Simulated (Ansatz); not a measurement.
**C3H11NSi: molecular dynamics**

Aim: follow the molecule's vibrations and see whether its bonds hold. The start is relaxed first. Runs: 464 steps of 0.5 fs under a Nosé-Hoover thermostat at 200 K. SMILES of the start: C[Si](C)(C)N.

All numbers below are computed with Ansatz 0.2.0 (RKS PBE/6-31G).

### Step 1. The system as given

Bond lengths (14 of 15 bonds, heavy atoms first): Si1–C2 1.870 Å, Si1–C6 1.870 Å, Si1–N10 1.819 Å, Si1–C13 1.869 Å, C2–H3 1.110 Å, C2–H4 1.110 Å, C2–H5 1.110 Å, C6–H7 1.110 Å, C6–H8 1.110 Å, C6–H9 1.110 Å, N10–H11 1.060 Å, N10–H12 1.060 Å, C13–H14 1.110 Å, C13–H15 1.110 Å. Angles (14 of 27 angles, heavy atoms first): C2–Si1–C6 109.4°, C2–Si1–N10 109.5°, C2–Si1–C13 109.5°, C6–Si1–N10 109.5°, C6–Si1–C13 109.5°, N10–Si1–C13 109.5°, Si1–C2–H3 109.5°, Si1–C2–H4 109.5°, Si1–C2–H5 109.5°, Si1–C6–H7 109.5°, Si1–C6–H8 109.5°, Si1–C6–H9 109.5°, Si1–N10–H11 120.0°, Si1–N10–H12 120.0°.

As a file:

```xyz
16

Si    0.0000    0.0000    0.0000
C     0.0000    0.0000    1.8700
H    -0.9996   -0.3092    2.2405
H     0.7676   -0.7111    2.2405
H     0.2320    1.0203    2.2405
C     1.7634    0.0000   -0.6227
H     2.1111   -1.0463   -0.7509
H     1.8119    0.5276   -1.5981
H     2.4154    0.5187    0.1108
N    -0.8572    1.4851   -0.6061
H    -1.8773    1.4300   -0.8888
H    -0.3367    2.4058   -0.6766
C    -0.8808   -1.5259   -0.6227
H    -1.3804   -2.0377    0.2261
H    -1.6409   -1.2332   -1.3768
H    -0.1449   -2.2146   -1.0879
```

### Step 2. Preparing the start

Contents of input.yaml:

```yaml
crystal:
  periodic: [false, false, false]
  atoms:
    - { symbol: Si, position_ang: [0.0, 0.0, 0.0] }
    - { symbol: C, position_ang: [0.0, 0.0, 1.87] }
    - { symbol: H, position_ang: [-0.9996, -0.3092, 2.2405] }
    - { symbol: H, position_ang: [0.7676, -0.7111, 2.2405] }
    - { symbol: H, position_ang: [0.232, 1.0203, 2.2405] }
    - { symbol: C, position_ang: [1.7634, 0.0, -0.6227] }
    - { symbol: H, position_ang: [2.1111, -1.0463, -0.7509] }
    - { symbol: H, position_ang: [1.8119, 0.5276, -1.5981] }
    - { symbol: H, position_ang: [2.4154, 0.5187, 0.1108] }
    - { symbol: "N", position_ang: [-0.8572, 1.4851, -0.6061] }
    - { symbol: H, position_ang: [-1.8773, 1.43, -0.8888] }
    - { symbol: H, position_ang: [-0.3367, 2.4058, -0.6766] }
    - { symbol: C, position_ang: [-0.8808, -1.5259, -0.6227] }
    - { symbol: H, position_ang: [-1.3804, -2.0377, 0.2261] }
    - { symbol: H, position_ang: [-1.6409, -1.2332, -1.3768] }
    - { symbol: H, position_ang: [-0.1449, -2.2146, -1.0879] }
basis:
  gaussian: { orbitals: "6-31G" }
hamiltonian:
  xc: pbe
relax:
  f_tol: 0.02
  max_steps: 40
output:
  orbitals: {}
```

Run with:

```bash
$ ansatz run input.yaml --threads 1 --pin off --max-ram 2048MiB --backend cpu --events-out ev --progress --plain --runs-dir out
```

After this run come: Dynamics.

Before running it: what results should come out? Wanted: relaxation of the start; temperature, first and last step; temperature, second half; potential energy, second half; largest change of the conserved energy; bonds formed or broken.

As calculated:

```
                              quantity                         value
               relaxation of the start      11 moves, 0.351 eV lower
                                length           464 steps of 0.5 fs
      temperature, first and last step                 200 and 258 K
              temperature, second half  mean 205 K, from 88 to 301 K
         potential energy, second half   +24 meV/atom from the start
largest change of the conserved energy                 0.32 meV/atom
                bonds formed or broken                             0
```

What this shows: Against a set 200 K the second half averages 205 K with a spread of 43 K. The conserved energy strays from its start by at most 0.32 meV/atom, 1.7 % of the mean kinetic energy, which is good for a step of 0.5 fs. The bonding pattern survives the run. 232 fs on 16 atoms is far too short and small for converged averages. The nuclei move classically, without zero-point motion, which matters most for hydrogen. The basis is very small, so the numbers are rough.
